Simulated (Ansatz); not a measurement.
**PtS2 (P-3m1): a single-point run**

Aim: a sound single-point run of PtS2 (P-3m1). The structure is shown as the input types it.

The COD entry's cell or inner coordinates are ideal or old and differ from later refinements, so a difference from it is no clean test against experiment.

Computed with Ansatz 0.2.0 (DFT r2SCAN, scalar-relativistic, plane waves, PAW, unless a step's input says otherwise).

2 further runs of the same task are left out: 1 that didn't finish, 1 set aside as unsound or not needed. Runs told in other sessions of the task aren't counted.

### Step 1. The starting structure

Symmetry: P-3m1, No. 164, trigonal system. The conventional cell has a = 3.548 Å, b = 3.548 Å, c = 5.596 Å, α = 90.00°, β = 90.00°, γ = 120.00°. Around Pt (site symmetry -3m) lie 6 S at 2.39 Å. S (site symmetry 3m) is surrounded by 3 Pt at 2.39 Å.

As a file:

```xyz
3
Lattice="3.5478 0.0000 0.0000 -1.7739 3.0725 0.0000 0.0000 0.0000 5.5957" Properties=species:S:1:pos:R:3 pbc="T T T"
Pt    0.0000    0.0000    0.0000
S     0.0000    2.0483    1.2334
S     1.7739    1.0242    4.3623
```

### Step 2. The calculation

input.yaml reads:

```yaml
crystal:
  lattice:
    - [3.547834948695, -2.886746259555e-11, 0.0]
    - [-1.773917474323, 3.072515194019, 0.0]
    - [0.0, 0.0, 5.595692226]
  atoms:
    - { symbol: Pt, position: [0.0, 0.0, 0.0] }
    - { symbol: S, position: [0.3333333333333, 0.6666666666667, 0.2204225226] }
    - { symbol: S, position: [0.6666666666667, 0.3333333333333, 0.7795774774] }
basis:
  ecutwfc: 500
  ecutrho_ratio: 4
kpoints:
  mp_grid: { grid: [8, 8, 4] }
hamiltonian:
  xc: r2scan
scf:
  occupations: { method: gaussian, width: 0.05 }
  max_iter: 80
output:
  forces: true
  stress: true
magnetization:
  spin_polarized: 2.5
```

On the command line:

```bash
$ ansatz run input.yaml --threads 4 --pin off --max-ram 7168MiB --backend cpu --events-out ev --progress --plain --runs-dir out
```

What happens when this is run?

Nothing was computed: the input was turned down at the start. The line that matters: «line 24 column 19: invalid boolean (strict mode expects true/false)»

In the input, magnetization.spin_polarized is 2.5. The key wants another kind of value (number, word, list or true/false) than the one typed.

The cure: delete magnetization.spin_polarized (the default then holds).
